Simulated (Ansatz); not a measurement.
# AlGaH₃N: ionisation energy by level of theory

The task here is to estimate one member of a computed series from the others.

The runs use Ansatz 0.2.0, Gaussian basis; unrestricted cation, the program's frozen cores in correlated methods.

Plan: UKS PBE-D4/def2-TZVPP; UKS r2SCAN-D4/def2-TZVPP; UKS PBE0-D4/def2-TZVPP; UKS B3LYP-D4/def2-TZVPP; UKS wB97X-V/def2-TZVPP; UKS wB97M-V/def2-TZVPP; UKS B2PLYP/def2-TZVPP; UHF-CCSD(T)/def2-TZVPP; UHF-MP2/def2-QZVPP; extrapolation to the limit; then −ε(HOMO) from the neutral's earlier runs with LDA (SPW92), PBE-D4, revPBE-D4, BLYP-D4, r2SCAN-D4, B97M-V, PBE0-D4, B3LYP-D4, r2SCANh-D4, r2SCAN0-D4, HSE06-D4, BHLYP-D4, CAM-B3LYP-D4, LC-ωPBE, ωB97X-V, ωB97M-V.

### The relaxed structure

All runs share one geometry, relaxed beforehand with PBE0-D4 in a triple-zeta def2 set.

6 atoms, charge 0, spin multiplicity 1.

Atoms are counted from 1 here; the program's logs count them from 0.

Bond lengths: N1–Al2 1.780 Å, N1–Ga3 1.892 Å, N1–H4 1.016 Å, Al2–H5 1.586 Å, Al2–H6 1.588 Å. Angles: Al2–N1–Ga3 126.3°, Al2–N1–H4 117.4°, Ga3–N1–H4 116.3°, N1–Al2–H5 122.1°, N1–Al2–H6 115.4°, H5–Al2–H6 122.5°.

The first run:

Input file in.yaml:

```yaml
crystal:
  periodic: [false, false, false]
  atoms:
    - {symbol: N, position_ang: [-0.808042, -0.340126, 0.109772]}
    - {symbol: Al, position_ang: [0.796071, 0.272419, -0.357796]}
    - {symbol: Ga, position_ang: [-1.526125, -0.380635, 1.859989]}
    - {symbol: H, position_ang: [-1.402606, -0.705416, -0.628358]}
    - {symbol: H, position_ang: [1.296768, 0.257572, -1.862334]}
    - {symbol: H, position_ang: [1.686033, 0.832186, 0.832627]}
basis:
  gaussian: {orbitals: def2-TZVPP}
total_charge: 1
magnetization: {spin_polarized: true, initial_magnetization: 1}
hamiltonian: {xc: pbe, dispersion: d4}
```

Launch:

```sh
ansatz run in.yaml --threads 2 --pin off --events-out ev --progress --plain --max-ram 4352MiB
```

Among the steps run: Cation, UKS PBE-D4/def2-TZVPP; Cation, UKS r2SCAN-D4/def2-TZVPP; Cation, UKS PBE0-D4/def2-TZVPP; Cation, UKS B3LYP-D4/def2-TZVPP; Cation, UKS wB97X-V/def2-TZVPP; Cation, UKS wB97M-V/def2-TZVPP; Cation, UKS B2PLYP (frozen core)/def2-TZVPP; Cation, UHF-CCSD(T)/def2-TZVPP; Cation, UHF-MP2/def2-QZVPP.

One table of the session follows, with a row left open; its other results are not shown here.

It belongs to the step «Ionisation energies side by side». Orbital estimates, from the neutral's runs:

```
  functional  −ε(HOMO) (eV)
 LDA (SPW92)           5.79
      PBE-D4           5.60
   revPBE-D4           5.53
     BLYP-D4           5.50
   r2SCAN-D4           5.84
      B97M-V              ?
     PBE0-D4           6.56
    B3LYP-D4           6.43
  r2SCANh-D4           6.20
  r2SCAN0-D4           6.73
    HSE06-D4           6.16
    BHLYP-D4           7.43
CAM-B3LYP-D4           7.83
     LC-ωPBE           9.00
     ωB97X-V           8.71
     ωB97M-V           8.67
```

**Question.** Estimate the row for B97M-V.

**Answer.** −ε(HOMO) (eV): 5.76. In the column «−ε(HOMO) (eV)» it lies between PBE-D4 (5.60) and LDA (SPW92) (5.79).
